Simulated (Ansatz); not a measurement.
**Ag: a surface, (110), 5 layers**

What do the surfaces of Ag (110), 5 layers cost, and how tightly do they hold an electron? The runs shown use LAPW. Companion runs by PAW are cited. Its runs: bulk in the slab's orientation (LAPW); the reference run (LAPW); atoms relaxed (LAPW); field of 0.1 V/Å along the normal (LAPW); no images along the normal (LAPW); Cd in place of Ag in the outer layer (LAPW); Cd in place of Ag in the middle layer (LAPW).

Computed with Ansatz 0.2.0 (DFT, PBE, all-electron LAPW, scalar-relativistic, unless a step's input says otherwise).

## (1) The starting structure

The structure is cubic, space group Fm-3m (No. 225). Conventional cell: a = 4.148 Å, b = 4.148 Å, c = 4.148 Å, α = 90.00°, β = 90.00°, γ = 90.00°. Around Ag (site symmetry m-3m) lie 12 Ag at 2.93 Å.

Coordinates:

```xyz
2
Lattice="-2.0742 2.0742 0.0000 0.0000 0.0000 4.1484 2.0742 2.0742 0.0000" Properties=species:S:1:pos:R:3 pbc="T T T"
Ag    0.0000    0.0000    0.0000
Ag    0.0000    2.0742    2.0742
```

Atoms are numbered in the order of the input: Ag1, Ag2.

## (2) Bulk in the slab's orientation, LAPW

File input.yaml:

```yaml
crystal:
  lattice:
    - [-2.0742206004, 2.0742206004, 0.0]
    - [0.0, 0.0, 4.1484412008]
    - [2.0742206004, 2.0742206004, 0.0]
  atoms:
    - { symbol: Ag, position: [0.0, 0.0, 0.0] }
    - { symbol: Ag, position: [0.5, 0.5, 0.5] }
kpoints:
  mp_grid: { grid: [14, 10, 14] }
scf:
  occupations: { method: fermi_dirac, width: 0.08 }
hamiltonian:
  xc: pbe
  pseudopotentials: { kind: all_electron, lapw: { basis_error: 0.001 } }
output:
  forces: true
  stress: true
  eigenvalues: true
```

The run is started by

```
$ ansatz run input.yaml --threads 2 --pin off --max-ram 4096MiB --backend cpu --events-out ev --progress --plain --runs-dir out
```

Further steps of the session: Slab as cut, LAPW; Atoms relaxed, LAPW; Field of 0.1 V/Å along the normal, LAPW; No images along the normal, LAPW; Cd in place of Ag in the outer layer, LAPW; Cd in place of Ag in the middle layer, LAPW.

What does the calculation give? Wanted: surface energy; work function; outer layer spacing; surface core-level shift by Z+1; core-level shifts among the layers (for each run or level that gives them).

As calculated:

| quantity | value |
| --- | --- |
| surface energy (LAPW, relaxed) | 0.88 J/m² |
| work function (LAPW, relaxed) | 4.22 eV |
| outer layer spacing (LAPW) | 1.47 → 1.35 Å |
| surface core-level shift by Z+1 (LAPW) | -0.17 eV |
| surface energy (PAW, relaxed) | 0.88 J/m² |
| work function (PAW, relaxed) | 4.22 eV |
| outer layer spacing (PAW) | 1.47 → 1.35 Å |
| surface core-level shift by Z+1 (PAW) | -0.17 eV |
| core-level shifts among the layers (PAW holes) | Ag1 +0.00, Ag2 +0.15, Ag3 +0.17 eV |

In words: By LAPW the surface costs 0.90 J/m² as cut and 0.88 J/m² relaxed. The outermost spacing changes by -8.2 % (LAPW). The field of 0.1 V/Å along the normal induces a dipole of 0.058 e·Å per cell (LAPW). Putting the next element in the outer rather than the middle layer costs -0.17 eV (LAPW); in the Z+1 picture that is the binding energy at the surface less that inside. The outermost spacing changes by -8.2 % (PAW). The field of 0.1 V/Å along the normal induces a dipole of 0.058 e·Å per cell (PAW). Thickness wasn't converged, and no reconstruction was sought.
